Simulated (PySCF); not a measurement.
# Sm4S4: forces at shaken geometries

Aim: move all atoms of relaxed Sm4S4 at random and read energies and forces. The species was built from a template and needn't be a known compound.

Method: BP86, Sm lcecp-0-SVP with ECP52, S def2-SVP; scalar-relativistic core potentials, no spin–orbit coupling; program: PySCF 2.14.0.

4 further runs of the same task are left out: 2 for a known fault of the program, 2 that didn't finish.

## (1) Starting geometry

8 atoms, charge 0, spin multiplicity 1.

Bond lengths: Sm1–S5 2.852 Å, Sm1–S6 2.852 Å, Sm1–S7 2.852 Å, Sm2–S5 2.852 Å, Sm2–S6 2.852 Å, Sm2–S8 2.852 Å, Sm3–S5 2.852 Å, Sm3–S7 2.852 Å, Sm3–S8 2.852 Å, Sm4–S6 2.852 Å, Sm4–S7 2.852 Å, Sm4–S8 2.852 Å. Angles: S5–Sm1–S6 91.9°, S5–Sm1–S7 91.9°, S6–Sm1–S7 91.9°, S5–Sm2–S6 91.9°, S5–Sm2–S8 91.9°, S6–Sm2–S8 91.9°, S5–Sm3–S7 91.9°, S5–Sm3–S8 91.9°, S7–Sm3–S8 91.9°, S6–Sm4–S7 91.9°, S6–Sm4–S8 91.9°, S7–Sm4–S8 91.9°, Sm1–S5–Sm2 88.1°, Sm1–S5–Sm3 88.1°, Sm2–S5–Sm3 88.1°, Sm1–S6–Sm2 88.1°, Sm1–S6–Sm4 88.1°, Sm2–S6–Sm4 88.1° and more.

Geometry (Å):

```xyz
8
S4Sm4
Sm    1.4015    1.4015    1.4015
Sm    1.4015   -1.4015   -1.4015
Sm   -1.4015    1.4015   -1.4015
Sm   -1.4015   -1.4015    1.4015
S     1.4495    1.4495   -1.4495
S     1.4495   -1.4495    1.4495
S    -1.4495    1.4495    1.4495
S    -1.4495   -1.4495   -1.4495
```

Each metal's 6 4f electrons lie in its core potential, so multiplicities, spins and levels count the valence alone. An earlier session relaxed this geometry at BP86, Sm lcecp-0-SVP with ECP52, S def2-SVP (singlet, point group Td).

Its energy there is -1708.599855 Eh.

## (2) Atoms moved at random, σ = 0.1 Å

Input file run.py (the lines that set the calculation):

```python
mol = gto.M(atom='''
Sm     1.34457     1.28842     1.38880
Sm     1.45759    -1.25662    -1.34661
Sm    -1.48475     1.41561    -1.47549
Sm    -1.28978    -1.39196     1.46905
S      1.35523     1.58350    -1.42010
S      1.44800    -1.38275     1.48303
S     -1.43827     1.45125     1.53605
S     -1.39259    -1.70746    -1.63473''',
    basis={'Sm': 'lcecp-0-SVP', 'S': 'def2-SVP'},
    ecp={'Sm': 'lcecp-0-SVP'},
    charge=0, spin=0)
mf = dft.RKS(mol, xc='B88,P86')
mf.grids.atom_grid = (50, 194)  # f atoms: unpruned, at least (60, 302)
mf = mf.density_fit()  # fitting sets: Sm AutoAux, S def2-universal-JKFIT
mf.conv_tol = 1e-08; mf.max_cycle = 55
mf.kernel(dm0)  # dm0: the density of the relaxed state
```

On the command line:

```bash
$ OMP_NUM_THREADS=4 python run.py
```

## (3) Atoms moved at random, σ = 0.15 Å

Input file run.py (the lines that set the calculation):

```python
mol = gto.M(atom='''
Sm     1.31489     1.40878     1.53532
Sm     1.24947    -1.35372    -1.47925
Sm    -1.48655     1.31270    -1.32225
Sm    -1.33427    -1.43362     1.28070
S      1.41533     1.45944    -1.36776
S      1.70660    -1.79240     1.39514
S     -1.64212     1.75251     1.43516
S     -1.22336    -1.35370    -1.47707''',
    basis={'Sm': 'lcecp-0-SVP', 'S': 'def2-SVP'},
    ecp={'Sm': 'lcecp-0-SVP'},
    charge=0, spin=0)
mf = dft.RKS(mol, xc='B88,P86')
mf.grids.atom_grid = (50, 194)  # f atoms: unpruned, at least (60, 302)
mf = mf.density_fit()  # fitting sets: Sm AutoAux, S def2-universal-JKFIT
mf.conv_tol = 1e-08; mf.max_cycle = 55
mf.kernel(dm0)  # dm0: the density of the relaxed state
```

## (4) Atoms moved at random, σ = 0.06 Å

Input file run.py (the lines that set the calculation):

```python
mol = gto.M(atom='''
Sm     1.35600     1.43941     1.27324
Sm     1.51818    -1.42736    -1.39247
Sm    -1.29587     1.43532    -1.37315
Sm    -1.44087    -1.41297     1.38822
S      1.41544     1.34923    -1.35760
S      1.39962    -1.43277     1.50284
S     -1.48100     1.48129     1.36480
S     -1.47149    -1.43216    -1.40588''',
    basis={'Sm': 'lcecp-0-SVP', 'S': 'def2-SVP'},
    ecp={'Sm': 'lcecp-0-SVP'},
    charge=0, spin=0)
mf = dft.RKS(mol, xc='B88,P86')
mf.grids.atom_grid = (50, 194)  # f atoms: unpruned, at least (60, 302)
mf = mf.density_fit()  # fitting sets: Sm AutoAux, S def2-universal-JKFIT
mf.conv_tol = 1e-08; mf.max_cycle = 55
mf.kernel(dm0)  # dm0: the density of the relaxed state
```

Before running it: what results should come out? Wanted: for each run, σ; energy rise; harmonic estimate −½ F·u; largest force component.

As calculated:

| σ (Å) | energy rise (eV) | harmonic estimate −½ F·u (eV) | largest force component (eV/Å) |
| --- | --- | --- | --- |
| 0.1 | 0.533 | 0.517 | 1.63 |
| 0.15 | 1.383 | 1.441 | 3.90 |
| 0.06 | 0.334 | 0.354 | 1.69 |

Every displacement raises the energy. For a harmonic well the rise equals −½ F·u; the two differ by at most 6 % here (a move with σ = 0.06 Å), from anharmonicity, the grid and the small forces left at the relaxed point. These are double-zeta-type bases without diffuse functions. Spin–orbit coupling is left out.
